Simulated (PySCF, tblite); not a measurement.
# CH13N3OSi4: geometry, infrared bands and NMR shifts

Wanted: the infrared bands and NMR shifts of CH13N3OSi4 (`O[Si@H]1N[SiH2]N[SiH2]CN[SiH2]1`), by calculation.

Computed with tblite 0.8.0 and PySCF 2.14.0, with density-fitted response routines of our own, on a single molecule in the gas phase. Atoms are numbered from 0 throughout.

### 1 The starting structure

22 atoms, charge 0, multiplicity 1; geometry from: force field or distance geometry start.

Bonds of the start (Å): O0–Si1 1.67, Si1–N2 1.69, N2–Si3 1.69, Si3–N4 1.67, N4–Si5 1.70, Si5–C6 1.89, C6–N7 1.47, N7–Si8 1.71, Si8–Si1 2.40, O0–H9 0.96, Si1–H10 1.49, N2–H11 1.02, Si3–H12 1.47, Si3–H13 1.49, N4–H14 1.03, Si5–H15 1.47, Si5–H16 1.49, C6–H17 1.10, C6–H18 1.11, N7–H19 1.02, Si8–H20 1.49, Si8–H21 1.48.

### 2 Geometry optimisation with GFN2-xTB

What the job is given:

```
{"job": {"kind": "relax", "xc": "GFN2-xTB", "basis": "xTB"}, "charge": 0, "multiplicity": 1}
O      2.964200    -2.094400    -0.476400
Si     1.787000    -1.275500     0.371100
N      2.049400     0.306900    -0.147100
Si     1.032700     1.397600     0.651100
N      0.036800     1.733000    -0.647800
Si    -1.604400     1.729600    -0.189800
C     -2.250300    -0.022800     0.096200
N     -1.517400    -1.056200    -0.647400
Si    -0.391700    -2.199600    -0.054500
H      3.749800    -1.566800    -0.636200
H      2.125400    -1.370200     1.818600
H      1.757400     0.375700    -1.123100
H      1.775500     2.621100     0.976700
H      0.336200     0.802500     1.820200
H      0.271400     2.671900    -0.989300
H     -2.309500     2.334900    -1.325300
H     -1.791800     2.622300     0.985800
H     -3.300800    -0.049200    -0.218100
H     -2.248800    -0.240200     1.180800
H     -1.228600    -0.709600    -1.559000
H     -0.962300    -2.744400     1.204100
H     -0.290800    -3.247000    -1.091500
```

Run with:

```sh
> OMP_NUM_THREADS=1 python probes_run.py task.json out
```

This one command runs all jobs of the session in turn.

**Question.** This job is followed by: GFN2-xTB harmonic vibrations, gas phase; GIAO PBE0/pcSseg-1 NMR shielding, non-relativistic, gas phase. Predict these results of the whole session: strongest single infrared mode (GFN2-xTB); zero-point energy (GFN2-xTB); 13C shifts against TMS (PBE0/pcSseg-1); 1H shifts against TMS (PBE0/pcSseg-1); 17O shifts against H2O (PBE0/pcSseg-1); 29Si shifts against TMS (PBE0/pcSseg-1); 15N shifts against NH3 (PBE0/pcSseg-1).

The runs gave:

```
                                 quantity                                                                              value
strongest single infrared mode (GFN2-xTB)                                                              2167 cm⁻¹, 780 km/mol
             zero-point energy (GFN2-xTB)                                                                      92.0 kcal/mol
   13C shifts against TMS (PBE0/pcSseg-1)                                                                           36.0 ppm
    1H shifts against TMS (PBE0/pcSseg-1)  5.91, 5.06, 4.99, 4.93, 4.80, 4.78, 4.56, 3.02, 2.22, 1.51, 0.88, 0.64, -0.71 ppm
   17O shifts against H2O (PBE0/pcSseg-1)                                                                           34.5 ppm
  29Si shifts against TMS (PBE0/pcSseg-1)                                                     -10.5, -33.7, -48.8, -56.2 ppm
   15N shifts against NH3 (PBE0/pcSseg-1)                                                                66.5, 29.4, 4.6 ppm
```

Relaxing lowered the energy by 1.227 eV in 218 steps; the close pair that moved most is Si1–Si8, from 2.405 to 2.292 Å. No mode is imaginary among the 60: a minimum at this level. Unscaled tight-binding wavenumbers are off by several per cent, some by more. Its intensities can rank the bands wrongly. At PBE0/pcSseg-1: The largest span, 138 ppm, is at Si8, where the paramagnetic term is -476 ppm.
